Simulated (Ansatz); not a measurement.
## CH₇BClNSi, SMILES NBC[SiH2]Cl: a ladder of methods at one geometry, step by step

Program: Ansatz 0.2.0, Python API.

At the Python prompt:
```pycon
>>> from pathlib import Path
>>> import warnings
>>> import ansatz as az
>>> from ase import Atoms
>>> import numpy as np
>>> warnings.simplefilter("ignore", az.DeckWarning)
>>> atoms = Atoms(["N", "B", "C", "Si", "Cl", "H", "H", "H", "H", "H", "H", "H"], positions=[
...     (-1.5969, -0.5117, 1.5168),
...     (-0.6599, -0.91, 0.4347),
...     (0.7044, -0.158, 0.2495),
...     (0.9128, 0.6242, -1.4386),
...     (-0.6307, 2.0843, -1.6518),
...     (-1.8586, 0.5572, 1.3311),
...     (-1.1273, -0.5244, 2.4289),
...     (-0.8923, -1.7916, -0.2837),
...     (0.8447, 0.6522, 1.073),
...     (1.5643, -0.8901, 0.4067),
...     (0.6328, -0.4204, -2.4409),
...     (2.1836, 1.2331, -1.5917),
... ])
>>> mol = az.Crystal.molecule_from_ase(atoms)
>>> base = mol.calculation().basis(gaussian="cc-pVDZ")
>>> print("functional    E (Ha)        dipole (D)   HOMO (eV)  LUMO (eV)")
functional    E (Ha)        dipole (D)   HOMO (eV)  LUMO (eV)
>>> for name in ["lda", "blyp", "pbe", "cam_b3lyp"]:
...     r = base.functional(name).forces().orbitals().run(threads=1, pin="off", runs_dir="runs").report
...     lines = Path(r["orbitals_path"]).read_text().splitlines()
...     field_of = lambda key: [line.split("=")[1].strip() for line in lines if line.startswith(key)]
...     orbitals = [(27.211386 * float(e), s, float(n)) for e, s, n in zip(field_of("Ene="), field_of("Spin="), field_of("Occup="))]
...     homo = max(e for e, _, n in orbitals if n > 0.5)
...     lumo = min(e for e, _, n in orbitals if n < 0.5)
...     dipole = 4.803205 * np.linalg.norm(r["charge_distribution"]["dipole_moment_e_ang"])
...     print(f"{name:10s} {r['free_energy_ev'] / 27.211386246:14.6f} {dipole:9.3f} {homo:11.3f} {lumo:10.3f}")
...
lda           -867.852846     2.716      -5.273     -2.287
blyp          -871.575596     2.588      -5.045     -1.837
pbe           -871.144039     2.645      -5.191     -2.029
cam_b3lyp     -871.605953     2.789      -8.107      0.169
```

What to keep in mind:
- Total energies depend on the basis set; only differences at equal settings carry meaning.
- The geometry is a force-field or estimated start, not a minimum of this method, and the basis set is short of its limit. A lower total doesn't mark the better method: functionals have no common bound, and MP2 and coupled cluster aren't variational.
- Levels such as HOMO and LUMO are orbital energies: with these approximate functionals they aren't the ionisation energy and electron affinity, and their gap isn't the fundamental gap.
- For Al to Cl the sets with a tight d function, cc-pV(X+d)Z, are usual.
- Finished in 20 s on 1 thread of Arm Neoverse V1, on a shared host, peak memory 0.36 GiB.
